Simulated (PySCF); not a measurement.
# Cu2H12N2O4 ([(H2O)2Cu(mu-NH2)2Cu(H2O)2]2+): the cost of one run

Computed with PySCF 2.14.0 and routines of our own; the level stands in each step. Atoms count from 0.

### 1 The system as given

20 atoms, charge 2, high-spin multiplicity 3; geometry from: idealised, bond lengths from ionic radii.

The system (edge-sharing dimer): [(H2O)2Cu(mu-NH2)2Cu(H2O)2]2+. The metals (Cu(II), Cu(II)) are 2.86 Å apart; the bridge angle is 95°; the spin sites are atom 0 (1 unpaired) and atom 1 (1 unpaired).

### 2 Magnetic exchange: PBE0/def2-SVP H:def2-SV(P) in water

What the job is given:

```
{"job": {"kind": "bs", "xc": "PBE0", "basis": {"default": "def2-SVP", "H": "def2-SV(P)"}, "grid": 1, "solvent": "water"}, "charge": 2, "high_spin_multiplicity": 3, "spin_sites": [[[0], 1], [[1], 1]]}
Cu    -1.429700    -0.000000     0.000000
Cu     1.429700    -0.000000     0.000000
N      0.000000     1.303200     0.000000
H      0.000000     1.915200    -0.816000
H      0.000000     1.915200     0.816000
N      0.000000    -1.303200     0.000000
H      0.000000    -1.915200    -0.816000
H      0.000000    -1.915200     0.816000
O     -2.781300    -1.391700     0.000000
H     -3.193600    -1.816100     0.766300
H     -3.193600    -1.816100    -0.766300
O     -2.781300     1.391700    -0.000000
H     -3.193600     1.816100     0.766300
H     -3.193600     1.816100    -0.766300
O      2.781300    -1.391700     0.000000
H      3.193600    -1.816100     0.766300
H      3.193600    -1.816100    -0.766300
O      2.781300     1.391700    -0.000000
H      3.193600     1.816100     0.766300
H      3.193600     1.816100    -0.766300
```

With the program's defaults for keys left out, this is: PBE0/def2-SVP H:def2-SV(P) high-spin and broken-symmetry single points, IEF-PCM water.

Run with:

```bash
> OMP_NUM_THREADS=1 python exch_run.py task.json out
```

This one command runs all jobs of the session in turn.

**Question.** How long does this first job take on 1 thread of Arm Neoverse N1, shared host, and how much memory does it need?

About 62 s, with a peak of 1.1 GiB.
